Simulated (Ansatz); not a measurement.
# ClH5N2OZr: the cost of one run

All numbers below are computed with Ansatz 0.2.0 (RKS B3LYP/def2-SVP).

### 1 The system as given

Bond lengths: Zr1–Cl2 2.520 Å, Zr1–N3 2.210 Å, N3–H4 1.060 Å, N3–H5 1.060 Å, Zr1–O6 2.069 Å, O6–H7 1.010 Å, Zr1–N8 2.208 Å, N8–H9 1.060 Å, N8–H10 1.060 Å. Angles: Cl2–Zr1–N3 109.4°, Cl2–Zr1–O6 109.5°, Cl2–Zr1–N8 109.5°, N3–Zr1–O6 109.5°, N3–Zr1–N8 109.5°, O6–Zr1–N8 109.5°, Zr1–N3–H4 120.0°, Zr1–N3–H5 120.0°, H4–N3–H5 120.0°, Zr1–O6–H7 109.5°, Zr1–N8–H9 120.0°, Zr1–N8–H10 120.0°, H9–N8–H10 120.0°.

As a file:

```xyz
10

Zr    0.0000    0.0000    0.0000
Cl    0.0000    0.0000    2.5200
N     2.0840    0.0000   -0.7359
H     2.5823   -0.9180   -0.9166
H     2.5853    0.9180   -0.9082
O    -0.9750    1.6891   -0.6893
H    -1.9328    1.4584   -0.9117
N    -1.0409   -1.8034   -0.7359
H    -1.5759   -2.4197   -0.0595
H    -1.0055   -2.0526   -1.7656
```

### 2 Preparing the start

File input.yaml:

```yaml
crystal:
  periodic: [false, false, false]
  atoms:
    - { symbol: Zr, position_ang: [0.0, 0.0, 0.0] }
    - { symbol: Cl, position_ang: [0.0, 0.0, 2.52] }
    - { symbol: "N", position_ang: [2.084, 0.0, -0.7359] }
    - { symbol: H, position_ang: [2.5823, -0.918, -0.9166] }
    - { symbol: H, position_ang: [2.5853, 0.918, -0.9082] }
    - { symbol: O, position_ang: [-0.975, 1.6891, -0.6893] }
    - { symbol: H, position_ang: [-1.9328, 1.4584, -0.9117] }
    - { symbol: "N", position_ang: [-1.0409, -1.8034, -0.7359] }
    - { symbol: H, position_ang: [-1.5759, -2.4197, -0.0595] }
    - { symbol: H, position_ang: [-1.0055, -2.0526, -1.7656] }
basis:
  gaussian: { orbitals: def2-SVP }
hamiltonian:
  xc: b3lyp
relax:
  f_tol: 0.02
  max_steps: 40
output:
  orbitals: {}
```

On the command line:

```console
> ansatz run input.yaml --threads 2 --pin off --max-ram 3072MiB --backend cpu --events-out ev --progress --plain --runs-dir out
```

What time and memory should one allow on 2 threads of Arm Neoverse V1, shared host?

About 73 s, with a peak of 0.28 GiB.
